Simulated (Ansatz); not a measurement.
# NaTlS2: a single-point run

The task is a single-point run on NaTlS2. The structure is shown as the input types it. The cell is built on a prototype (ordering on zincblende) and needn't be the phase found in nature.

Computed with Ansatz 0.2.0 (density functional or hybrid calculation with the settings of its input, plane waves (as first typed), unless a step's input says otherwise).

4 further runs of the same task are left out: 2 for a known fault of the program, 2 that didn't finish.

**1. The structure to begin with**

Symmetry: P-4m2, No. 115, tetragonal system. Conventional cell: a = 4.104 Å, b = 4.104 Å, c = 6.639 Å, α = 90.00°, β = 90.00°, γ = 90.00°. Around Na (site symmetry -4m2) lie 4 S at 2.73 Å. S (site symmetry 2mm) is surrounded by 2 Tl at 2.55 Å and 2 Na at 2.73 Å. Tl (site symmetry -4m2) is surrounded by 4 S at 2.55 Å.

As a file:

```xyz
4
Lattice="4.1045 0.0000 0.0000 0.0000 4.1045 0.0000 0.0000 0.0000 6.6389" Properties=species:S:1:pos:R:3 pbc="T T T"
Na    0.0000    0.0000    0.0000
S     0.0000    2.0522    1.7983
Tl    2.0522    2.0522    3.3195
S     2.0522    0.0000    4.8407
```

**2. Running it**

input.yaml

```yaml
crystal:
  lattice:
    - [4.1044901738, 0.0, 0.0]
    - [0.0, 4.1044901738, 0.0]
    - [0.0, 0.0, 6.6389352781]
  atoms:
    - { symbol: Na, position: [0.0, 0.0, 0.0] }
    - { symbol: S, position: [0.0, 0.5, 0.270866925] }
    - { symbol: Tl, position: [0.5, 0.5, 0.5] }
    - { symbol: S, position: [0.5, 0.0, 0.729133075] }
kpoints:
  mp_grid: { grid: [4, 4, 4] }
hamiltonian:
  xc: pbe
scf:
  occupations: { method: cold, width: 1.5 }
  n_extra_bands: 5
output:
  forces: true
  stress: true
  eigenvalues: true
```

Run with:

```
> ansatz run input.yaml --threads 4 --pin off --max-ram 3686MiB --backend cpu --events-out ev --progress --plain --runs-dir out
```

What happens when this is run?

This run ends as converged. Convergence says nothing about whether the input makes sense.

Look at the input: scf.occupations.method is cold; scf.occupations.width is 1.5. A smearing of this width stands for electrons at many thousands of kelvin; it empties bonding states and fills antibonding ones.

To check: delete scf.occupations.width (the default then holds) and set scf.occupations.method to fixed.
